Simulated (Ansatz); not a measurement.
# doublet GeClF+ at 6 levels

We compute a comparison of 6 runs (UHF/3-21G, UHF/def2-TZVP, UB3LYP/6-31G*, UBHLYP/def2-TZVP, UCAM-B3LYP/def2-TZVP, USVWN5/def2-TZVP) of doublet GeClF+. 

The results are computed with Ansatz 0.2.0.

33 further runs of the same task are left out: 33 set aside as unsound or not needed.

## (1) Starting point

GeClF+: 3 atoms, total charge +1, spin state doublet. As SMILES of the parent species, `[F][Ge][Cl]`. The shape is that of a PBE0-D4/def2-TZVP optimisation. That shape belongs to the parent species and isn't relaxed for this state.

Bond lengths: F1–Ge2 1.748 Å, Ge2–Cl3 2.180 Å. Angles: F1–Ge2–Cl3 98.3°.

## (2) The energy at UHF/3-21G (run 1)

The input, molecule.yaml:

```yaml
crystal:
  periodic: [false, false, false]
  atoms:
    - {symbol: F, position_ang: [0.110400, 1.418700, 0.206200]}
    - {symbol: Ge, position_ang: [-0.762800, 0.035600, -0.410300]}
    - {symbol: Cl, position_ang: [0.641600, -1.519100, 0.191000]}
basis:
  gaussian:
    orbitals: 3-21G-spherical.json
total_charge: 1
magnetization:
  spin_polarized: true
  initial_magnetization: 1
hamiltonian:
  xc: hf
accuracy: high
output:
  orbitals: {seedname: orbitals}
```

The basis set 3-21G is read from a file made from the Basis Set Exchange's data (not shown).

Command:

```bash
$ ansatz run molecule.yaml --threads 1 --pin off --max-ram 3480MiB --events-out events.jsonl --progress --plain --runs-dir runs
```

The log of the run:

```text
Warning: RAYON_NUM_THREADS=1 ignored (pool sized by the plan → 1); use --threads N
Functional definition: HF
  name "HF"
  exchange = exact_x
  correlation = 0
745 factors; integrals over basis functions are off by at most 4.3e-9 eV
mean field evaluation 1: about -71321.8548 eV, gradient 3.8e1 eV
mean field evaluation 2: about -71321.8683 eV, gradient 3.8e1 eV
mean field evaluation 4: about -71327.8811 eV, gradient 2.8e0 eV
mean field evaluation 8: about -71327.9964 eV, gradient 2.2e-1 eV
mean field evaluation 16: about -71328.0016 eV, gradient 2.2e-8 eV
mean field evaluation 32: about -71327.0764 eV, gradient 1.4e0 eV
mean field evaluation 64: about -71327.5306 eV, gradient 1.5e0 eV
mean field evaluation 96: about -71326.9443 eV, gradient 1.5e-1 eV
mean field evaluation 128: about -71323.7866 eV, gradient 3.3e1 eV
mean field evaluation 160: about -71320.9467 eV, gradient 6.2e0 eV
mean field -71328.00161751 eV, -2621.2557115877 hartree, gradient 2.6e-8 eV, S^2 0.787773; 0 other end points of the search recorded, 0 dependent functions left out
reference -71328.00161751 eV, -2621.2557115877 hartree; 29, 28 occupied and 15, 16 virtual orbitals, 745 factors
Total energy: -71328.00161751 eV, -2621.2557115877 hartree
```

Run time: 1.6 s. Hardware: 1 thread of Arm Neoverse V2, shared host; peak memory 0.12 GiB.

## (3) A single-point energy at UHF/def2-TZVP (run 2)

The input, run.yaml:

```yaml
crystal:
  periodic: [false, false, false]
  atoms:
    - {symbol: F, position_ang: [0.110400, 1.418700, 0.206200]}
    - {symbol: Ge, position_ang: [-0.762800, 0.035600, -0.410300]}
    - {symbol: Cl, position_ang: [0.641600, -1.519100, 0.191000]}
basis:
  gaussian: {orbitals: def2-TZVP}
magnetization: {spin_polarized: true, initial_magnetization: 1}
total_charge: 1
accuracy: high
hamiltonian: {xc: hf}
output: {orbitals: {seedname: orbitals}}
```

Command:

```bash
$ ansatz run run.yaml --threads 1 --pin off --max-ram 3480MiB --events-out events.jsonl --progress --plain --runs-dir runs
```

The log of the run, shortened:

```text
Warning: RAYON_NUM_THREADS=1 ignored (pool sized by the plan → 1); use --threads N
Functional definition: HF
  name "HF"
[...]
1709 factors; integrals over basis functions are off by at most 4.6e-9 eV
[...]
mean field -71676.87279417 eV, -2634.0764908562 hartree, gradient 6.0e-8 eV, S^2 0.795028; 3 other end points of the search recorded, 0 dependent functions left out
reference -71676.87279417 eV, -2634.0764908562 hartree; 29, 28 occupied and 87, 88 virtual orbitals, 1709 factors
Total energy: -71676.87279417 eV, -2634.0764908562 hartree
```

Wall time 18 s (1 thread of Arm Neoverse V2, shared host); peak memory 0.41 GiB.

Run 3 isn't shown in full; the table further down has it.

## (4) The energy at UBHLYP/def2-TZVP (run 4)

The input, input.yaml:

```yaml
crystal:
  periodic: [false, false, false]
  atoms:
    - {symbol: F, position_ang: [0.110400, 1.418700, 0.206200]}
    - {symbol: Ge, position_ang: [-0.762800, 0.035600, -0.410300]}
    - {symbol: Cl, position_ang: [0.641600, -1.519100, 0.191000]}
basis:
  gaussian: {orbitals: def2-TZVP}
total_charge: 1
magnetization: {spin_polarized: true, initial_magnetization: 1}
hamiltonian: {xc: {name: BHLYP}}
accuracy: high
output: {orbitals: {seedname: orbitals}}
```

Command:

```bash
$ ansatz run input.yaml --threads 1 --pin off --max-ram 3480MiB --events-out events.jsonl --progress --plain --runs-dir runs
```

The log of the run:

```text
Warning: RAYON_NUM_THREADS=1 ignored (pool sized by the plan → 1); use --threads N
Functional definition: BHLYP
  name "BHLYP"
  parameter a = 0.5
  exchange = (1 - a)*b88_x + a*exact_x
  correlation = lyp_c
1709 factors; integrals over basis functions are off by at most 4.6e-9 eV
mean field evaluation 1: about -71739.2653 eV, gradient 5.4e1 eV
mean field evaluation 2: about -71675.8676 eV, gradient 1.4e2 eV
mean field evaluation 4: about -71748.6407 eV, gradient 1.0e1 eV
mean field evaluation 8: about -71749.1732 eV, gradient 9.2e-1 eV
mean field evaluation 16: about -71749.1901 eV, gradient 3.9e-2 eV
mean field evaluation 32: about -71749.1902 eV, gradient 4.5e-6 eV
mean field -71749.19023360 eV, -2636.7341077368 hartree, gradient 6.3e-8 eV, S^2 0.767707; 3 other end points of the search recorded, 0 dependent functions left out
reference -71749.19025362 eV, -2636.7341084728 hartree; 29, 28 occupied and 87, 88 virtual orbitals, 1709 factors
Total energy: -71749.19025362 eV, -2636.7341084728 hartree
```

Run time: 18 s. Hardware: 1 thread of Arm Neoverse V2, shared host; peak memory 0.47 GiB.

Run 5 isn't shown in full; the table further down has it.

## (5) A single-point energy at USVWN5/def2-TZVP (run 6)

input.yaml: that of step 4 with these lines changed.

```diff
@@ -7,6 +7,10 @@
 basis:
-  gaussian: {orbitals: def2-TZVP}
+  gaussian:
+    orbitals: def2-TZVP
 total_charge: 1
-magnetization: {spin_polarized: true, initial_magnetization: 1}
-hamiltonian: {xc: {name: BHLYP}}
+magnetization:
+  spin_polarized: true
+  initial_magnetization: 1
+hamiltonian:
+  xc: {name: SVWN5}
 accuracy: high
```

Command:

```bash
$ ansatz run input.yaml --threads 1 --pin off --max-ram 3480MiB --events-out events.jsonl --progress --plain --runs-dir runs
```

The log of the run:

```text
Warning: RAYON_NUM_THREADS=1 ignored (pool sized by the plan → 1); use --threads N
Functional definition: SVWN5
  name "SVWN5"
  exchange = slater_x
  correlation = vwn5_c
1709 factors; integrals over basis functions are off by at most 4.6e-9 eV
mean field evaluation 1: about -71593.3827 eV, gradient 6.8e1 eV
mean field evaluation 2: about -71343.3068 eV, gradient 1.9e2 eV
mean field evaluation 4: about -71600.8285 eV, gradient 3.4e1 eV
mean field evaluation 8: about -71607.8799 eV, gradient 4.7e-1 eV
mean field evaluation 16: about -71607.8785 eV, gradient 3.8e-4 eV
mean field evaluation 32: about -71607.5987 eV, gradient 2.9e0 eV
mean field evaluation 64: about -71607.5987 eV, gradient 2.9e0 eV
mean field -71607.87851413 eV, -2631.5409978311 hartree, gradient 5.6e-8 eV, S^2 0.751607; 6 other end points of the search recorded, 0 dependent functions left out
reference -71607.87851639 eV, -2631.5409979141 hartree; 29, 28 occupied and 87, 88 virtual orbitals, 1709 factors
Total energy: -71607.87851639 eV, -2631.5409979141 hartree
```

Run time: 10 s. Hardware: 1 thread of Arm Neoverse V2, shared host; peak memory 0.28 GiB.

## (6) All runs side by side

| run | level | Cartesian functions | energy (Eh) | HOMO energy (eV) | LUMO energy (eV) | ⟨S²⟩ | wall time |
| --- | --- | --- | --- | --- | --- | --- | --- |
| 1 | UHF/3-21G | no | -2621.255712 | -19.40 | -9.50 | 0.788 | 1.6 s |
| 2 | UHF/def2-TZVP | no | -2634.076491 | -19.39 | -9.24 | 0.795 | 18 s |
| 3 | UB3LYP/6-31G* (Cartesian functions) | yes | -2636.489736 | -15.83 | -13.51 | 0.757 | 9 s |
| 4 | UBHLYP/def2-TZVP | no | -2636.734108 | -17.41 | -12.31 | 0.768 | 18 s |
| 5 | UCAM-B3LYP/def2-TZVP | no | -2636.901115 | -17.54 | -12.24 | 0.762 | 20 s |
| 6 | USVWN5/def2-TZVP | no | -2631.540998 | -14.95 | -14.38 | 0.752 | 10 s |

## (7) What came out

| quantity | value |
| --- | --- |
| run 6: total energy | -2631.54100 Eh |
| run 6: HOMO energy (highest over α and β) | -14.95 eV |
| run 6: LUMO energy (lowest over α and β) | -14.38 eV |
| run 6: ⟨S²⟩ | 0.752 |

What this shows: Totals of different functionals can't be ranked against each other. All runs together took 76 s, the longest 20 s.
